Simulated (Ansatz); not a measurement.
# MgGaC4N4: the cost of one run

Computed with Ansatz 0.2.0 (DFT PBE, scalar-relativistic, plane waves, PAW, unless a step's input says otherwise).

**1. Starting point**

It takes space group P-43m (No. 215, cubic). Conventional cell: a = 5.929 Å, b = 5.929 Å, c = 5.929 Å, α = 90.00°, β = 90.00°, γ = 90.00°. Mg (site symmetry -43m) is surrounded by 4 C at 1.98 Å. Ga (site symmetry -43m) is surrounded by 4 N at 1.98 Å. Around C (site symmetry 3m) lie 1 N at 1.17 Å and 1 Mg at 1.98 Å. N (site symmetry 3m) is surrounded by 1 C at 1.17 Å and 1 Ga at 1.98 Å.

As a file:

```
Mg Ga C N
1.0
     5.92939    0.00000    0.00000
     0.00000    5.92939    0.00000
     0.00000    0.00000    5.92939
Mg Ga C N
1 1 4 4
Cartesian
  0.0000 0.0000 0.0000
  2.9647 2.9647 2.9647
  1.1432 1.1432 1.1432
  1.1432 4.7862 4.7862
  4.7862 1.1432 4.7862
  4.7862 4.7862 1.1432
  1.8187 1.8187 1.8187
  1.8187 4.1107 4.1107
  4.1107 1.8187 4.1107
  4.1107 4.1107 1.8187
```

The cell is invented: two interpenetrating cyanide-bridged diamond nets (P-43m, No. 215). The dimensions are guesses.

**2. The guess as it stands, on a coarse mesh**

input.yaml reads:

```yaml
crystal:
  lattice:
    - [5.92938726, 0.0, 0.0]
    - [0.0, 5.92938726, 0.0]
    - [0.0, 0.0, 5.92938726]
  atoms:
    - { symbol: Mg, position: [0.0, 0.0, 0.0] }
    - { symbol: Ga, position: [0.5, 0.5, 0.5] }
    - { symbol: C, position: [0.19279455, 0.19279455, 0.19279455] }
    - { symbol: C, position: [0.19279455, 0.80720545, 0.80720545] }
    - { symbol: C, position: [0.80720545, 0.19279455, 0.80720545] }
    - { symbol: C, position: [0.80720545, 0.80720545, 0.19279455] }
    - { symbol: "N", position: [0.3067186, 0.3067186, 0.3067186] }
    - { symbol: "N", position: [0.3067186, 0.6932814, 0.6932814] }
    - { symbol: "N", position: [0.6932814, 0.3067186, 0.6932814] }
    - { symbol: "N", position: [0.6932814, 0.6932814, 0.3067186] }
basis:
  ecutwfc: 420
kpoints:
  mp_grid: { grid: [4, 4, 4] }
hamiltonian:
  xc: pbe
scf:
  occupations: { method: gaussian, width: 0.1 }
  lower_state_search: "off"
output:
  forces: true
  stress: true
  eigenvalues: true
```

Started as:

```bash
$ ansatz run input.yaml --threads 1 --pin off --max-ram 2560MiB --backend cpu --events-out ev --progress --plain --runs-dir out
```

What time and memory should one allow on 1 thread of AMD EPYC 9R45 (Zen 5), shared host?

About 2.6 s, with a peak of 0.43 GiB.
